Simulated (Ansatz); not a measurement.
# SiSn2: the cost of one run

Program: Ansatz 0.2.0. Level of theory: DFT PBE, scalar-relativistic, plane waves, PAW. These are calculated values, not measurements.

### 1 The structure to begin with

The structure is orthorhombic, space group Fmmm (No. 69). Conventional cell: a = 4.338 Å, b = 5.055 Å, c = 13.014 Å, α = 90.00°, β = 90.00°, γ = 90.00°. Si (site symmetry mmm) is surrounded by 8 Sn at 3.07 to 3.33 Å. Sn (site symmetry mm2) is surrounded by 8 Sn at 3.07 to 3.33 Å and 4 Si at 3.07 to 3.33 Å.

As a file:

```
CELL_PARAMETERS angstrom
0.00000 2.52731 6.50699
2.16900 0.00000 6.50699
2.16900 2.52731 0.00000
ATOMIC_POSITIONS crystal
Si 0.00000 0.00000 0.00000
Sn 0.33333 0.33333 0.66667
Sn 0.66667 0.66667 0.33333
```

The start is an ordering of an alloy on its end members' structure types: elements ordered on the sites of the Sb type, Si/Sn on Sb (Fmmm, No. 69).

### 2 The guess as it stands, on a coarse mesh

input.yaml reads:

```yaml
crystal:
  lattice:
    - [0.0, 2.5273127, 6.50698862]
    - [2.16899621, 0.0, 6.50698862]
    - [2.16899621, 2.5273127, 0.0]
  atoms:
    - { symbol: Si, position: [0.0, 0.0, 0.0] }
    - { symbol: Sn, position: [0.33333333, 0.33333333, 0.66666667] }
    - { symbol: Sn, position: [0.66666667, 0.66666667, 0.33333333] }
basis:
  ecutwfc: 420
kpoints:
  mp_grid: { grid: [6, 6, 6] }
hamiltonian:
  xc: pbe
scf:
  occupations: { method: gaussian, width: 0.1 }
  lower_state_search: "off"
output:
  forces: true
  stress: true
  eigenvalues: true
```

Started as:

```
$ ansatz run input.yaml --threads 1 --pin off --max-ram 2560MiB --backend cpu --events-out ev --progress --plain --runs-dir out
```

What time and memory should one allow on 1 thread of Intel Xeon at 2.50GHz (Skylake/Cascade Lake), shared host?

About 10 s, with a peak of 0.39 GiB.
